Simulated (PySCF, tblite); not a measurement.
**C₆H₁₅OP: infrared bands and NMR shifts**

Wanted: the infrared bands and NMR shifts of C₆H₁₅OP (`CCCP(CC)CO`), by calculation.

Programs: tblite 0.8.0 and PySCF 2.14.0, with density-fitted response routines of our own. Each step states its level of theory. These are calculated values for one molecule in the gas phase, unless marked as measured. Atoms are numbered from 0 throughout.

## Step 1: The molecule as given

23 atoms, charge 0, multiplicity 1; geometry from: GFN2-xTB.

Bonds of the start (Å): C0–C1 1.52, C1–C2 1.53, C2–P3 1.86, P3–C4 1.87, C4–C5 1.52, P3–C6 1.88, C6–O7 1.41, C0–H8 1.09, C0–H9 1.09, C0–H10 1.09, C1–H11 1.09, C1–H12 1.09, C2–H13 1.09, C2–H14 1.09, C4–H15 1.09, C4–H16 1.09, C5–H17 1.09, C5–H18 1.09, C5–H19 1.09, C6–H20 1.09, C6–H21 1.10, O7–H22 0.96.

## Step 2: Harmonic vibrations with GFN2-xTB

Job settings and geometry (Å):

```
{"job": {"kind": "ir", "xc": "GFN2-xTB", "basis": "xTB"}, "charge": 0, "multiplicity": 1}
C      3.372587    -0.002425     0.323144
C      1.921889    -0.202654     0.744272
C      0.969093     0.518812    -0.203261
P     -0.809280     0.395284     0.332252
C     -1.222328    -1.270984    -0.402297
C     -2.689532    -1.635945    -0.214308
C     -1.504756     1.468679    -1.043918
O     -1.115274     2.809516    -0.875403
H      3.629316     1.054657     0.338544
H      3.530871    -0.378465    -0.685759
H      4.045157    -0.530172     0.995355
H      1.777713     0.176683     1.758641
H      1.691916    -1.270869     0.756328
H      1.209013     1.586252    -0.223655
H      1.072467     0.130037    -1.221526
H     -0.954300    -1.280216    -1.463516
H     -0.598364    -2.006025     0.113142
H     -2.954782    -1.605464     0.840305
H     -3.335104    -0.942629    -0.748988
H     -2.882759    -2.639419    -0.589560
H     -1.107791     1.152714    -2.013421
H     -2.600457     1.376853    -1.064492
H     -1.450048     3.122765    -0.027181
```

**Question.** This job is followed by: GIAO PBE0/pcSseg-1 NMR shielding, non-relativistic, gas phase. What will the session give for the following? strongest single infrared mode (GFN2-xTB); zero-point energy (GFN2-xTB); ¹³C shifts against TMS (PBE0/pcSseg-1); ¹H shifts against TMS (PBE0/pcSseg-1, means over atoms taken as alike); ³¹P shifts against H3PO4 (PBE0/pcSseg-1); ¹⁷O shifts against H2O (PBE0/pcSseg-1).

As calculated:

```
                                                              quantity                                          value
                             strongest single infrared mode (GFN2-xTB)                          1063 cm⁻¹, 108 km/mol
                                          zero-point energy (GFN2-xTB)                                 125.2 kcal/mol
                                ¹³C shifts against TMS (PBE0/pcSseg-1)         71.4, 37.0, 25.9, 24.0, 19.3, 13.0 ppm
¹H shifts against TMS (PBE0/pcSseg-1, means over atoms taken as alike)  4.14, 1.52, 1.39, 1.36, 1.13, 1.11, -0.45 ppm
                              ³¹P shifts against H3PO4 (PBE0/pcSseg-1)                                      -48.9 ppm
                                ¹⁷O shifts against H2O (PBE0/pcSseg-1)                                       20.1 ppm
```

What this shows: No mode is imaginary among the 63: a minimum at this level. The strongest single mode, at 1063 cm⁻¹, moves mainly O7 and C6. GFN2-xTB is a fitted tight-binding method: band positions and strengths are rough. Its intensities can rank the bands wrongly. The most deshielded carbon is C6 (sp3 CH2 bonded to O and P), at 71.4 ppm: pulled downfield by the heteroatom. H20, H21 (mean) (hydrogen on an sp3 CH2 bonded to O and P) lies farthest downfield among hydrogen, at 4.14 ppm; its carbon carries O, which withdraws density. At PBE0/pcSseg-1: The largest span, 161 ppm, is at O7, where the paramagnetic term is -73 ppm.
